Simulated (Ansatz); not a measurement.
# CH6AlNS: from a rough start to a minimum

Aim: relax CH6AlNS from a cheap starting geometry, check the end point by its vibrations and derive ideal-gas thermochemistry.

The runs use Ansatz 0.2.0, Gaussian basis; RKS PBE0-D4/def2-TZVP.

The runs, in order: relaxation at PBE0-D4/def2-TZVP; harmonic vibrations at the same level.

1 further run of the same task is left out (set aside as unsound or not needed).

**1. The starting structure**

SMILES `[CH3][Al]([NH2])[SH]`, 10 atoms, charge 0, spin multiplicity 1.

Atoms are counted from 1 here; the program's logs count them from 0.

Bond lengths: C1–Al2 1.983 Å, C1–H5 1.094 Å, C1–H6 1.095 Å, C1–H7 1.093 Å, Al2–N3 1.779 Å, Al2–S4 2.208 Å, N3–H8 1.011 Å, N3–H9 1.013 Å, S4–H10 1.328 Å. Angles: Al2–C1–H5 112.0°, Al2–C1–H6 111.5°, Al2–C1–H7 111.7°, H5–C1–H6 107.0°, H5–C1–H7 106.7°, H6–C1–H7 107.7°, C1–Al2–N3 126.4°, C1–Al2–S4 118.8°, N3–Al2–S4 114.8°, Al2–N3–H8 122.4°, Al2–N3–H9 129.9°, H8–N3–H9 107.7°, Al2–S4–H10 90.3°.

Geometry (Å):

```
C    -1.4122    1.0862    0.1695
Al    0.2686    0.0669   -0.0936
N     0.5564   -1.6285    0.3622
S     1.9823    1.0707   -1.0589
H    -2.1910    0.7809   -0.5353
H    -1.2559    2.1606    0.0288
H    -1.8219    0.9392    1.1724
H    -0.1548   -2.2008    0.7973
H     1.3938   -2.1909    0.2744
H     2.6348   -0.0843   -1.1167
```

The start is a GFN2-xTB geometry.

**2. Geometry optimisation, PBE0-D4/def2-TZVP**

in.yaml

```yaml
crystal:
  periodic: [false, false, false]
  atoms:
    - {symbol: C, position_ang: [-1.412170, 1.086160, 0.169520]}
    - {symbol: Al, position_ang: [0.268640, 0.066880, -0.093650]}
    - {symbol: N, position_ang: [0.556390, -1.628470, 0.362230]}
    - {symbol: S, position_ang: [1.982260, 1.070720, -1.058930]}
    - {symbol: H, position_ang: [-2.191030, 0.780910, -0.535270]}
    - {symbol: H, position_ang: [-1.255910, 2.160630, 0.028790]}
    - {symbol: H, position_ang: [-1.821950, 0.939230, 1.172390]}
    - {symbol: H, position_ang: [-0.154810, -2.200840, 0.797250]}
    - {symbol: H, position_ang: [1.393790, -2.190900, 0.274370]}
    - {symbol: H, position_ang: [2.634790, -0.084320, -1.116710]}
basis:
  gaussian: {orbitals: def2-TZVP}
hamiltonian: {xc: pbe0, dispersion: d4}
relax: {f_tol: 0.005, max_steps: 150}
```

Started as:

```bash
$ ansatz run in.yaml --threads 2 --pin off --events-out ev --progress --plain --max-ram 32768MiB --backend cpu
```

The runs that follow: Harmonic vibrations.

**Question.** What will the summary of the whole plan be? Wanted: point group; shift from the start; total energy; dispersion term; dipole moment; lowest, highest wavenumber; zero-point energy.

The runs gave:

| quantity | value |
| --- | --- |
| point group | C1 |
| steps | 44 |
| shift from the start (rms) | 0.332 Å |
| total energy | -20051.6067 eV |
| dispersion term | -162 meV |
| dipole moment | 2.18 D |
| lowest, highest wavenumber | 34, 3701 cm⁻¹ |
| zero-point energy | 44.4 kcal/mol |
| entropy at 298.15 K | 360.5 J/(mol K) |

What this shows: The atoms moved 0.33 Å (rms) from the start; the bond that changed most is C1–Al2, from 1.983 to 1.943 Å. No mode is imaginary: a true minimum at this level. The stiffest mode, 3701 cm⁻¹, is an N–H stretch, and 3 modes under 200 cm⁻¹ make the vibrational entropy uncertain. Harmonic hybrid wavenumbers usually lie a few per cent above measured fundamentals. The largest Mulliken charge, -0.64 e, sits on N3.
